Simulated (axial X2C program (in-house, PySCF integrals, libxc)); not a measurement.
# All-electron X2C curves of MoH

Aim: find the lowest determinant of MoH, scan the bond at several levels and fit the constants, once spin-free and once with spin–orbit coupling.

The runs use an in-house X2C program for linear molecules on PySCF integrals; all-electron X2C, Mo dyall-cv3z, H dyall-v3z.

All values are calculated.

### Step 1. Set-up

The input, task.json:

```json
{
 "zs": [
  42,
  1
 ],
 "q": 0,
 "bas": [
  "dyall-cv3z",
  "dyall-v3z"
 ],
 "levels": [
  "PBE0",
  "HF",
  "TPSS"
 ],
 "cc": true,
 "r0": 1.7,
 "thr": -2.0,
 "nmax": 110,
 "npts": 10,
 "nst": 2,
 "ntry": 8
}
```

Keys: zs atomic numbers; q charge; bas basis sets; levels methods (HF also brings MP2); cc coupled cluster on or off; r0 starting distance in Å; thr threshold in hartree for freezing inner shells (an s shell follows its p shell); nmax most natural virtual spinors; npts points asked for on the curve; nst determinants followed; ntry starts of the search.

Started as:

```sh
python so2c.py task.json out
```

Spin-free means the one-electron spin-free X2C Hamiltonian; two-component (2c) means X2C with spin–orbit coupling and atomic mean-field two-electron Coulomb and Gaunt terms. Basis: Mo dyall-cv3z contracted to [11s12p9d5f3g], H dyall-v3z contracted to [6s2p1d]; Gaussian nuclei, density fitting. Masses: Mo 97.905 u, H 1.008 u.

Notation: σ, π±, δ± give the projection m of an orbital's angular momentum (0, ±1, ±2), α and β its spin, Λ and M_S the sums; ω is the projection of a spinor's total angular momentum and Ω the sum. Logs are in hartree.

The results follow Hamiltonian by Hamiltonian and level by level.

### Step 2. Search for the lowest determinant

Determinants are compared with PBE0 at 1.700 Å.

Spin-free determinants:

| ΔE (eV) | state | open shells |
| --- | --- | --- |
| 0.00 | M_S = 5/2, Λ = 0 | beyond closed shells: σα, π+α, π-α, δ+α, δ-α |
| 1.52 | M_S = 3/2, Λ = 0 | beyond closed shells: σβ, π+α, π-α, δ+α, δ-α |
| 2.15 | M_S = 3/2, Λ = 2 | beyond closed shells: π+α, π-α, δ+α |
| 2.25 | M_S = 3/2, Λ = 1 | beyond closed shells: π+α, δ+α, δ-α |
| 2.56 | M_S = 5/2, Λ = 1 | beyond closed shells: 2 × σα, π+α, δ+α, δ-α |
| 2.65 | M_S = 3/2, Λ = 2 | beyond closed shells: π+α, π-α, δ+α, δ+β, δ-α |
| 2.86 | M_S = 3/2, Λ = 3 | beyond closed shells: σα, π+α, δ+α, δ+β, δ-α |

Two-component determinants:

```csv
ΔE (eV),state,open shells
0.00,Ω = 5/2,excess of +ω over −ω: ω = 5/2
1.52,Ω = 3/2,"excess of +ω over −ω: 2 × ω = -1/2, ω = 5/2"
2.07,Ω = 1/2,excess of +ω over −ω: ω = 1/2
2.07,Ω = 3/2,excess of +ω over −ω: ω = 3/2
2.21,Ω = 1/2,"excess of +ω over −ω: ω = -1/2, ω = -3/2, ω = 5/2"
2.21,Ω = 11/2,"excess of +ω over −ω: 2 × ω = 3/2, ω = 5/2"
2.23,Ω = 7/2,"excess of +ω over −ω: ω = -1/2, ω = 3/2, ω = 5/2"
```

### Step 3. PBE0, spin-free

State followed: M_S = 5/2, Λ = 0 (beyond closed shells: σα, π+α, π-α, δ+α, δ-α). The scan is laid around 1.719 Å, a first estimate of the minimum, and this SCF restarts from the orbitals of the search.

The SCF at the reference distance of 1.719 Å:

```text
spin-free X2C-1e  PBE0
basis functions 171  fitting functions 777  grid points 5072
iter        total energy     max residual
   1      -4048.303059075     2.43e+00
   2      -4048.680437083     1.15e-02
   3      -4048.679876833     1.61e-02
   4      -4048.681540511     9.40e-04
   5      -4048.681546590     4.66e-04
   6      -4048.681548546     1.94e-04
   7      -4048.681549083     3.54e-05
   8      -4048.681549119     1.25e-05
   9      -4048.681549124     1.51e-06
  10      -4048.681549125     5.16e-07
converged
one-electron -5611.27276355  Coulomb 1674.56832831  exact exchange -30.74789309  xc functional -94.15850693  nuclear repulsion 12.92928613
```

Along the bond, energies from the lowest point:

```csv
R (Å),E (eV),μ (D),HOMO (eV),LUMO (eV),iterations
1.496,0.3818,-2.06,-5.40,-1.39,12
1.564,0.1638,-2.23,-5.44,-1.50,11
1.616,0.0665,-2.35,-5.47,-1.59,11
1.667,0.0148,-2.48,-5.50,-1.67,10
1.719,0.0000,-2.60,-5.53,-1.75,10
1.779,0.0203,-2.74,-5.57,-1.85,11
1.839,0.0721,-2.88,-5.60,-1.94,11
1.917,0.1734,-3.05,-5.65,-2.05,11
2.011,0.3332,-3.23,-5.70,-2.18,11
2.149,0.6042,-3.45,-5.77,-2.34,11
```

Dipoles are positive if H is the positive end.

Outer orbitals at the reference distance:

| symmetry | occupied | ε (eV) | atomic character |
| --- | --- | --- | --- |
| σα | yes | -8.25 | 44% H s, 39% Mo d, 11% Mo s |
| σβ | yes | -7.83 | 56% H s, 22% Mo d, 13% Mo s |
| π+α | yes | -6.21 | 97% Mo d, 2% H p |
| π-α | yes | -6.21 | 97% Mo d, 2% H p |
| δ+α | yes | -6.15 | 100% Mo d |
| δ-α | yes | -6.15 | 100% Mo d |
| σα | yes | -5.53 | 56% Mo s, 35% Mo d, 8% H s |
| σα | no | -1.75 | 63% Mo p, 15% Mo d, 11% Mo s |
| σβ | no | -1.25 | 68% Mo s, 16% Mo d, 11% Mo p |
| π+α | no | -0.80 | 98% Mo p |
| π-α | no | -0.80 | 98% Mo p |

PBE0 fields in the half plane through the axis: z from -2.4 to 3.9 Å across, distance from the axis 0.15 to 2.25 Å upwards; Mo lies at z = 0 and H at z = 1.719 Å; the ELF is damped to zero where the density is low.

log10 density (e/bohr³). Ten even steps from ' ' (-5.14 ) to '@' (1.66 ):
```
....::::::--------------::::::::......      
..::::----------------------::::::::....    
::::::----==============--------::::::....  
::::----======++++++==========------::::....
::::----==++++++++++++++========----::::....
::::--====++**********++++++++====----::::..
::::--==++++**######****++++++++====--::::..
::::--==++**##%%@@%%##********++++==----::..
```

ELF. Ten even steps from ' ' (0.00 ) to '@' (1.00 ):
```
      ..::--------::::....                  
    ..::--======----::::........            
    ..----======----::::::::------..        
    ..::--======----::::--==**####++::      
    ....::--========--::--##%%@@@@%%**..    
        ..--++**##**==::++@@@@@@@@@@%%==    
        ..==##**--****--**@@@@@@@@@@@@**    
          ==##::++::**--##@@@@@@@@@@@@##..  
```

Re = 1.717 Å, ωe = 1759 cm⁻¹, ωexe = 30.4 cm⁻¹, Be = 5.733 cm⁻¹, De = 2.36 eV, μ = -2.59 D.

### Step 4. HF, spin-free

The SCF at the reference distance of 1.719 Å:

```text
spin-free X2C-1e  HF
basis functions 171  fitting functions 777  grid points 5072
iter        total energy     max residual
   1      -4046.766721473     3.44e-01
   2      -4046.785263636     8.55e-03
   3      -4046.786584873     4.94e-03
   4      -4046.786885840     2.65e-03
   5      -4046.787014451     1.47e-03
   6      -4046.787063348     5.48e-04
   7      -4046.787075307     2.54e-04
   8      -4046.787079954     9.46e-05
   9      -4046.787080687     6.25e-05
  10      -4046.787081058     2.53e-05
  11      -4046.787081142     1.45e-05
  12      -4046.787081165     9.71e-06
  13      -4046.787081176     5.62e-06
  14      -4046.787081181     1.54e-06
  15      -4046.787081181     4.24e-07
converged
one-electron -5610.70254500  Coulomb 1674.04859107  exact exchange -123.06241338  xc functional 0.00000000  nuclear repulsion 12.92928613
```

Re = 1.780 Å, ωe = 1598 cm⁻¹, ωexe = 37.8 cm⁻¹, Be = 5.333 cm⁻¹, De = 1.26 eV, μ = -3.44 D.

### Step 5. TPSS, spin-free

Output at 1.719 Å:

```text
spin-free X2C-1e  TPSS
basis functions 171  fitting functions 777  grid points 5072
iter        total energy     max residual
   1      -4048.848289294     3.33e-02
   2      -4048.849741193     7.91e-03
   3      -4048.849259361     1.16e-02
   4      -4048.850018073     3.34e-03
   5      -4048.850107522     3.95e-04
   6      -4048.850110924     1.07e-04
   7      -4048.850111422     7.88e-05
   8      -4048.850111490     1.79e-05
   9      -4048.850111493     3.29e-06
  10      -4048.850111494     9.08e-07
converged
one-electron -5610.58281013  Coulomb 1673.84358846  exact exchange 0.00000000  xc functional -125.04017596  nuclear repulsion 12.92928613
```

Re = 1.721 Å, ωe = 1772 cm⁻¹, ωexe = 29.8 cm⁻¹, Be = 5.703 cm⁻¹, De = 2.69 eV, μ = -2.39 D.

### Step 6. MP2 and beyond, spin-free

Correlated methods: 15 electrons correlated (frozen shells, counted by type: Mo 3 s, 2 p, 1 d; H none), 225 virtual spinors in MP2, 110 natural virtuals in coupled cluster.

Output of the correlated part at 1.719 Å:

```text
correlated 15  virtual 225  natural virtual 110  E(MP2) -0.419655706  MP2 remainder -0.009454564
iter   CCSD correlation   residual
   1     -0.408706321   9.89e-02
   2     -0.416537607   3.96e-02
   3     -0.418459705   1.98e-02
   4     -0.418598847   9.51e-03
   5     -0.418754130   4.27e-03
   6     -0.418822934   1.63e-03
   7     -0.418827326   5.16e-04
   8     -0.418829728   2.05e-04
   9     -0.418825399   1.03e-04
  10     -0.418826793   5.54e-05
  11     -0.418826650   2.42e-05
  12     -0.418827023   1.04e-05
  13     -0.418826965   4.76e-06
  14     -0.418827010   2.29e-06
  15     -0.418827043   1.12e-06
  16     -0.418827064   5.81e-07
  17     -0.418827073   2.68e-07
(T) -0.013959528  T1 0.0265  D1 0.0868  max T2 0.058
```

T1 in the output is the amplitude norm over the root of the electron number; divide by √2 for the Lee–Taylor value.

MP2: Re = 1.702 Å, ωe = 1814 cm⁻¹, Be = 5.833 cm⁻¹, De = 2.18 eV.

CCSD: Re = 1.723 Å, ωe = 1758 cm⁻¹, ωexe = 27.4 cm⁻¹, Be = 5.69 cm⁻¹, De = 2.36 eV. T1 at Re = 0.019 (Lee–Taylor, the printed value over √2).

CCSD(T): Re = 1.720 Å, ωe = 1767 cm⁻¹, ωexe = 26.6 cm⁻¹, Be = 5.712 cm⁻¹, De = 2.42 eV. T1 at Re = 0.019 (Lee–Taylor, the printed value over √2).

### Step 7. A higher determinant, spin-free

State: M_S = 3/2, Λ = 0 (beyond closed shells: σβ, π+α, π-α, δ+α, δ-α).

Output at the reference distance:

```text
spin-free X2C-1e  PBE0
basis functions 171  fitting functions 777  grid points 5072
iter        total energy     max residual
   1      -4048.246627831     2.43e+00
   2      -4048.624296364     1.18e-02
   3      -4048.623362820     1.80e-02
   4      -4048.625487793     1.15e-03
   5      -4048.625497542     4.97e-04
   6      -4048.625500348     1.98e-04
   7      -4048.625500985     1.93e-05
   8      -4048.625501010     1.18e-05
   9      -4048.625501021     4.57e-06
  10      -4048.625501023     8.36e-07
  11      -4048.625501023     2.34e-07
converged
one-electron -5610.64585755  Coulomb 1673.92485498  exact exchange -30.72626603  xc functional -94.10751855  nuclear repulsion 12.92928613
```

```csv
R (Å),E above the lowest PBE0 point (eV)
1.496,1.842
1.564,1.644
1.616,1.562
1.667,1.525
1.719,1.525
1.779,1.563
1.839,1.633
1.917,1.757
2.011,1.947
```

Re = 1.692 Å, ωe = 1852 cm⁻¹, ωexe = 28.1 cm⁻¹, Be = 5.9 cm⁻¹, μ = -2.18 D. ⟨S²⟩ = 4.76 against 3.75 for a pure state, so this determinant mixes spins. Te = 1.52 eV. As a difference of two determinants it need not be a gap between pure terms.

### Step 8. The spin-free curves together

Energy (eV) of the followed determinant, spin-free, from each level's lowest point:

```csv
R (Å),PBE0,HF,MP2,CCSD,CCSD(T),TPSS
1.496,0.382,0.576,0.341,n/a,n/a,0.405
1.564,0.164,0.299,0.137,0.179,0.173,0.177
1.616,0.067,0.160,0.049,0.076,0.072,0.074
1.667,0.015,0.070,0.006,0.019,0.017,0.018
1.719,0.000,0.019,0.000,0.000,0.000,0.000
1.779,0.020,0.000,0.031,0.016,0.019,0.018
1.839,0.072,0.015,0.094,0.065,0.070,0.068
1.917,0.173,0.072,0.211,0.165,0.172,0.170
2.011,0.333,0.180,0.392,n/a,n/a,0.331
2.149,0.604,0.374,0.698,n/a,n/a,0.607
```

### Step 9. PBE0, 2c

State followed: Ω = 5/2 (excess of +ω over −ω: ω = 5/2). The scan is laid around 1.719 Å, a first estimate of the minimum, and this SCF restarts from the orbitals of the search.

Output at 1.719 Å:

```text
two-component X2C + atomic mean field  PBE0
basis functions 171  fitting functions 777  grid points 5072
iter        total energy     max residual
   1      -4046.697522198     2.44e+00
   2      -4047.076167253     1.16e-02
   3      -4047.075603687     1.62e-02
   4      -4047.077275269     9.43e-04
   5      -4047.077281376     4.67e-04
   6      -4047.077283341     1.95e-04
   7      -4047.077283880     3.54e-05
   8      -4047.077283916     1.24e-05
   9      -4047.077283921     1.51e-06
  10      -4047.077283922     5.14e-07
converged
one-electron -5606.99461353  Coulomb 1673.73318590  exact exchange -30.73294869  xc functional -94.11343961  nuclear repulsion 12.92928613  atomic mean-field constant -1.89875411
```

Along the bond, energies from the lowest point:

```csv
R (Å),E (eV),μ (D),HOMO (eV),LUMO (eV),iterations
1.496,0.3816,-2.06,-5.40,-1.39,12
1.564,0.1638,-2.23,-5.44,-1.50,11
1.616,0.0666,-2.35,-5.47,-1.58,11
1.667,0.0148,-2.48,-5.50,-1.67,10
1.719,0.0000,-2.60,-5.53,-1.75,10
1.779,0.0202,-2.74,-5.57,-1.84,11
1.839,0.0719,-2.88,-5.60,-1.94,11
1.917,0.1730,-3.05,-5.65,-2.05,11
2.011,0.3326,-3.23,-5.70,-2.18,11
2.149,0.6032,-3.45,-5.77,-2.34,11
```

Dipoles are positive if H is the positive end.

Outer spinors at the reference distance:

| ω | occupied | ε (eV) | atomic character | λ mixture |
| --- | --- | --- | --- | --- |
| 1/2 | yes | -8.25 | 44% H s, 39% Mo d, 11% Mo s | 100% σ |
| -1/2 | yes | -7.83 | 56% H s, 22% Mo d, 13% Mo s | 100% σ |
| -1/2 | yes | -6.25 | 97% Mo d, 2% H p | 100% π |
| -3/2 | yes | -6.24 | 100% Mo d | 100% δ |
| 3/2 | yes | -6.17 | 97% Mo d, 2% H p | 100% π |
| 5/2 | yes | -6.07 | 100% Mo d | 100% δ |
| 1/2 | yes | -5.53 | 56% Mo s, 35% Mo d, 8% H s | 100% σ |
| 1/2 | no | -1.75 | 63% Mo p, 15% Mo d, 11% Mo s | 100% σ |
| -1/2 | no | -1.25 | 68% Mo s, 16% Mo d, 12% Mo p | 100% σ |
| -1/2 | no | -0.83 | 98% Mo p | 99% π, 1% σ |
| 3/2 | no | -0.77 | 98% Mo p | 100% π |

PBE0 fields in the half plane through the axis: z from -2.4 to 3.9 Å across, distance from the axis 0.15 to 2.25 Å upwards; Mo lies at z = 0 and H at z = 1.719 Å; the ELF is damped to zero where the density is low.

log10 density (e/bohr³). Ten even steps from '0' (-5.14 ) to '9' (1.66 ):
```
1122233333332222111000
1223333333333322221100
2223344444443333222110
2233444555444443332211
2233455555554444332211
2234456666655554433221
2234556777665555443221
2234567898766665543321
```

ELF. Ten even steps from '0' (0.00 ) to '9' (1.00 ):
```
0001233332211000000000
0012344433221111000000
0012344433222233310000
0012344433223467752000
0011234444323789986100
0000135676425999998400
0000147636636999999600
0000047252637999999710
```

Re = 1.717 Å, ωe = 1757 cm⁻¹, ωexe = 30.4 cm⁻¹, Be = 5.733 cm⁻¹, De = 2.36 eV, μ = -2.60 D.

### Step 10. HF, 2c

The SCF at the reference distance of 1.719 Å:

```text
two-component X2C + atomic mean field  HF
basis functions 171  fitting functions 777  grid points 5072
iter        total energy     max residual
   1      -4045.162690385     3.44e-01
   2      -4045.181233453     8.66e-03
   3      -4045.182556162     4.94e-03
   4      -4045.182858198     2.65e-03
   5      -4045.182987675     1.47e-03
   6      -4045.183037469     5.50e-04
   7      -4045.183049840     2.56e-04
   8      -4045.183054686     9.61e-05
   9      -4045.183055457     6.01e-05
  10      -4045.183055840     2.34e-05
  11      -4045.183055925     1.36e-05
  12      -4045.183055947     9.14e-06
  13      -4045.183055958     5.41e-06
  14      -4045.183055963     1.50e-06
  15      -4045.183055964     7.22e-07
converged
one-electron -5606.42665628  Coulomb 1673.21585841  exact exchange -123.00279012  xc functional 0.00000000  nuclear repulsion 12.92928613  atomic mean-field constant -1.89875411
```

Re = 1.780 Å, ωe = 1596 cm⁻¹, ωexe = 37.8 cm⁻¹, Be = 5.331 cm⁻¹, De = 1.26 eV, μ = -3.44 D.

### Step 11. TPSS, 2c

The SCF at the reference distance of 1.719 Å:

```text
two-component X2C + atomic mean field  TPSS
basis functions 171  fitting functions 777  grid points 5072
iter        total energy     max residual
   1      -4047.243197433     3.37e-02
   2      -4047.244651641     7.92e-03
   3      -4047.244165856     1.17e-02
   4      -4047.244929066     3.36e-03
   5      -4047.245018567     3.94e-04
   6      -4047.245021962     1.07e-04
   7      -4047.245022458     7.86e-05
   8      -4047.245022526     1.79e-05
   9      -4047.245022529     3.29e-06
  10      -4047.245022530     9.10e-07
converged
one-electron -5606.30445859  Coulomb 1673.00826543  exact exchange 0.00000000  xc functional -124.97936138  nuclear repulsion 12.92928613  atomic mean-field constant -1.89875411
```

Re = 1.721 Å, ωe = 1771 cm⁻¹, ωexe = 29.8 cm⁻¹, Be = 5.702 cm⁻¹, De = 2.69 eV, μ = -2.39 D.

### Step 12. MP2 and beyond, 2c

Correlated methods: 15 electrons correlated (frozen shells, counted by type: Mo 3 s, 2 p, 1 d; H none), 225 virtual spinors in MP2, 110 natural virtuals in coupled cluster.

Output of the correlated part at 1.719 Å:

```text
correlated 15  virtual 225  natural virtual 110  E(MP2) -0.419762810  MP2 remainder -0.009462911
iter   CCSD correlation   residual
   1     -0.408796642   9.89e-02
   2     -0.416633675   3.95e-02
   3     -0.418553697   1.98e-02
   4     -0.418694299   9.53e-03
   5     -0.418851204   4.29e-03
   6     -0.418920829   1.65e-03
   7     -0.418925366   5.32e-04
   8     -0.418927872   2.20e-04
   9     -0.418923331   1.15e-04
  10     -0.418924905   6.20e-05
  11     -0.418924764   2.63e-05
  12     -0.418925172   1.13e-05
  13     -0.418925113   5.33e-06
  14     -0.418925168   2.71e-06
  15     -0.418925204   1.41e-06
  16     -0.418925228   7.73e-07
  17     -0.418925238   3.71e-07
(T) -0.013967872  T1 0.0266  D1 0.0867  max T2 0.058
```

MP2: Re = 1.702 Å, ωe = 1813 cm⁻¹, Be = 5.832 cm⁻¹, De = 2.18 eV.

CCSD: Re = 1.723 Å, ωe = 1757 cm⁻¹, ωexe = 27.5 cm⁻¹, Be = 5.689 cm⁻¹, De = 2.36 eV. T1 at Re = 0.019 (Lee–Taylor, the printed value over √2).

CCSD(T): Re = 1.720 Å, ωe = 1765 cm⁻¹, ωexe = 26.7 cm⁻¹, Be = 5.711 cm⁻¹, De = 2.41 eV. T1 at Re = 0.019 (Lee–Taylor, the printed value over √2).

### Step 13. A higher determinant, 2c

State: Ω = 3/2 (excess of +ω over −ω: 2 × ω = -1/2, ω = 5/2).

Output at the reference distance:

```text
two-component X2C + atomic mean field  PBE0
basis functions 171  fitting functions 777  grid points 5072
iter        total energy     max residual
   1      -4046.641015779     2.44e+00
   2      -4047.020006349     1.19e-02
   3      -4047.019068953     1.80e-02
   4      -4047.021201110     1.15e-03
   5      -4047.021210939     4.99e-04
   6      -4047.021213755     2.01e-04
   7      -4047.021214390     1.72e-05
   8      -4047.021214410     1.05e-05
   9      -4047.021214418     4.24e-06
  10      -4047.021214420     7.77e-07
converged
one-electron -5606.36511036  Coulomb 1673.08710593  exact exchange -30.71131409  xc functional -94.06242792  nuclear repulsion 12.92928613  atomic mean-field constant -1.89875411
```

```csv
R (Å),E above the lowest PBE0 point (eV)
1.496,1.842
1.564,1.644
1.616,1.562
1.667,1.525
1.719,1.526
1.779,1.564
1.839,1.633
1.917,1.758
2.011,1.947
```

Re = 1.692 Å, ωe = 1851 cm⁻¹, ωexe = 28.1 cm⁻¹, Be = 5.901 cm⁻¹, μ = -2.17 D. Te = 1.52 eV. As a difference of two determinants it need not be a gap between pure terms.

### Step 14. The 2c curves together

Energy (eV) of the followed determinant, 2c, from each level's lowest point:

```csv
R (Å),PBE0,HF,MP2,CCSD,CCSD(T),TPSS
1.496,0.382,0.576,0.341,n/a,n/a,0.405
1.564,0.164,0.299,0.137,0.179,0.173,0.177
1.616,0.067,0.161,0.049,0.076,0.072,0.074
1.667,0.015,0.070,0.006,0.019,0.017,0.018
1.719,0.000,0.019,0.000,0.000,0.000,0.000
1.779,0.020,0.000,0.031,0.016,0.018,0.018
1.839,0.072,0.015,0.094,0.065,0.069,0.068
1.917,0.173,0.071,0.210,0.164,0.171,0.169
2.011,0.333,0.179,0.392,n/a,n/a,0.330
2.149,0.603,0.373,0.697,n/a,n/a,0.606
```

Time for the job: 4.9 min (1 thread of Arm Neoverse V1, shared host); peak memory 1.3 GiB.

### Step 15. What came out

Lowest determinant that the search found at its distance, spin-free: M_S = 5/2, Λ = 0 (beyond closed shells: σα, π+α, π-α, δ+α, δ-α).

Lowest determinant that the search found at its distance, 2c: Ω = 5/2 (excess of +ω over −ω: ω = 5/2).

```
Hamiltonian    level  Re (Å)  ωe (cm⁻¹)  De (eV)  μ (D)
  spin-free     PBE0   1.717       1759     2.36  -2.59
  spin-free       HF   1.780       1598     1.26  -3.44
  spin-free      MP2   1.702       1814     2.18    n/a
  spin-free     CCSD   1.723       1758     2.36    n/a
  spin-free  CCSD(T)   1.720       1767     2.42    n/a
  spin-free     TPSS   1.721       1772     2.69  -2.39
         2c     PBE0   1.717       1757     2.36  -2.60
         2c       HF   1.780       1596     1.26  -3.44
         2c      MP2   1.702       1813     2.18    n/a
         2c     CCSD   1.723       1757     2.36    n/a
         2c  CCSD(T)   1.720       1765     2.41    n/a
         2c     TPSS   1.721       1771     2.69  -2.39
```

Dipoles are positive if H is the positive end.

Time per point (s) on 1 thread of Arm Neoverse V1, shared host (2c runs; CCSD comes with the CCSD(T) run); the times are rough: PBE0 0.49, HF 0.37, MP2 0.65, CCSD(T) 15, TPSS 0.59.

In words: At CCSD(T), going from spin-free to two-component changes Re by 0 mÅ, ωe by -0.1 %; the spin-free picture holds up (part of it comes from the scalar share of the two-electron terms). De moves by 0.00 eV; both De rest on single-determinant atoms, which can miss part of an open shell's spin–orbit lowering.

De refers to Mo + H, each in the lowest determinant found, which need not be this curve's own limit. The state is a single determinant with fixed occupations, the lowest that a limited PBE0 search found. Dissociation energies refer to the lowest single-determinant-based atoms at the same level and basis. Density functionals use the spin component along the axis (collinear). Coupled cluster ran in a truncated set of natural virtual spinors; the MP2 energy of the rest was added. The meta-GGAs lack a current-density term, which matters for open shells with orbital currents, atoms included. With several unpaired electrons one determinant need not be a pure state. The spin-free determinant is spin-contaminated at some levels, which hurts MP2 most.
